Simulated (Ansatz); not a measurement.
# Si12HCl: the cost of one run

Method: DFT PBE, scalar-relativistic, plane waves, PAW, in Ansatz 0.2.0.

**1. Starting point**

The structure is trigonal, space group P3m1 (No. 156). The conventional cell has a = 3.868 Å, b = 3.868 Å, c = 35.130 Å, α = 90.00°, β = 90.00°, γ = 120.00°. Si (site symmetry 3m) is surrounded by 1 Cl at 2.05 Å. Si (site symmetry 3m) has 4 Si at 2.37 Å as nearest neighbours. Only part of the 14 independent sites is listed.

Coordinates:

```xyz
14
Lattice="3.8678 0.0000 0.0000 -1.9339 3.3496 0.0000 0.0000 0.0000 35.1298" Properties=species:S:1:pos:R:3 pbc="T T T"
Si    0.0000    0.0000   25.5798
Si    0.0000    2.2331   24.7902
Si    0.0000    2.2331   22.4217
Si    1.9339    1.1165   21.6322
Si    1.9339    1.1165   19.2637
Si    0.0000    0.0000   18.4741
Si    0.0000    0.0000   16.1056
Si    0.0000    2.2331   15.3161
Si    0.0000    2.2331   12.9476
Si    1.9339    1.1165   12.1580
Si    1.9339    1.1165    9.7895
Si    0.0000    0.0000    9.0000
H     0.0000    0.0000    7.5000
Cl    0.0000    0.0000   27.6298
```

**2. Relaxing the atoms: Si12HCl slab, no spin**

Contents of input.yaml:

```yaml
crystal:
  lattice:
    - [3.86780338, 0.0, 0.0]
    - [-1.93390169, 3.34961599, 0.0]
    - [0.0, 0.0, 35.12975325]
  atoms:
    - { symbol: Si, position: [0.0, 0.0, 0.72815067] }
    - { symbol: Si, position: [0.33333333, 0.66666667, 0.7056765] }
    - { symbol: Si, position: [0.33333333, 0.66666667, 0.63825399] }
    - { symbol: Si, position: [0.66666667, 0.33333333, 0.61577981] }
    - { symbol: Si, position: [0.66666667, 0.33333333, 0.5483573] }
    - { symbol: Si, position: [0.0, 0.0, 0.52588313] }
    - { symbol: Si, position: [0.0, 0.0, 0.45846062] }
    - { symbol: Si, position: [0.33333333, 0.66666667, 0.43598645] }
    - { symbol: Si, position: [0.33333333, 0.66666667, 0.36856394] }
    - { symbol: Si, position: [0.66666667, 0.33333333, 0.34608977] }
    - { symbol: Si, position: [0.66666667, 0.33333333, 0.27866726] }
    - { symbol: Si, position: [0.0, 0.0, 0.25619309] }
    - { symbol: H, position: [0.0, 0.0, 0.21349424] }
    - { symbol: Cl, position: [0.0, 0.0, 0.78650576] }
scf:
  occupations: { method: gaussian, width: 0.03 }
output:
  forces: true
  write_density: true
  write_potential: true
  elf: true
  volumetric_format: npy
hamiltonian:
  xc: pbe
efield:
  axis: 3
  dipole_correction: true
kpoints:
  mp_grid: { grid: [6, 6, 1] }
relax:
  f_tol: 0.005
  constraints: [{ sites: [10, 11, 12] }]
```

Launch:

```console
$ ansatz run input.yaml --threads 4 --pin off --max-ram 8192MiB --backend cpu --events-out ev --progress --plain --runs-dir out
```

**Question.** How long does this run take on 4 threads of AMD EPYC 9R14 (Zen 4), shared host, and how much memory does it need?

About 6.4 s, with a peak of 0.86 GiB.
